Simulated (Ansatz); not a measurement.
# ZrN+ (singlet): from Hartree-Fock to the top rungs, def2-TZVPP

An exercise on one series of results from a longer session: the logs are not shown, and one member is left open.

Computed with Ansatz 0.2.0, Gaussian basis. Level: def2-TZVPP, core rule «outside noble gas», up to 5 orbitals frozen.

To be run: UHF; CCSD(T) on RHF; CCSDT(Q) on RHF.

3 further runs of the same task are left out: 1 for a known fault of the program, 1 that didn't finish, 1 set aside as unsound or not needed. Runs told in other sessions of the task aren't counted.

## The system

The geometry is a PBE0/def2-TZVP stationary point (not a proven minimum). No spin-orbit coupling is included. Elements past krypton take def2 core potentials.

2 atoms, charge 1, spin multiplicity 1.

Atoms are counted from 1 here; the program's logs count them from 0.

Bond lengths: Zr1–N2 1.647 Å.

Set-up of the first run:

Contents of in.yaml:

```yaml
crystal:
  periodic: [false, false, false]
  atoms:
    - {symbol: Zr, position_ang: [0.000000, 0.000000, 0.000000]}
    - {symbol: N, position_ang: [0.000000, 0.000000, 1.647000]}
basis:
  gaussian: {orbitals: def2-TZVPP}
total_charge: 1
magnetization: {spin_polarized: true, initial_magnetization: 0}
hamiltonian: {xc: hf}
output: {orbitals: {seedname: orbitals}}
```

Run with:

```sh
$ ansatz run in.yaml --threads 1 --pin off --events-out ev --progress --plain --max-ram 2393MiB
```

Steps of the session up to this table: UHF; CCSD(T) on RHF; CCSDT(Q) on RHF.

One of the session's tables, all rows but one given; the rest of the session is left out.

```
   method  from RCCSDT(Q) (kcal/mol)
      RHF                    +199.59
     RMP2                      -7.23
    RCCSD                          ?
 RCCSD(T)                      +1.12
   RCCSDT                      +1.75
RCCSDT(Q)                          0
```

Estimate the missing values for RCCSD.

**Answer.** from RCCSDT(Q) (kcal/mol): +13.98. In the column «from RCCSDT(Q) (kcal/mol)» it lies between RCCSDT (+1.75) and RHF (+199.59).
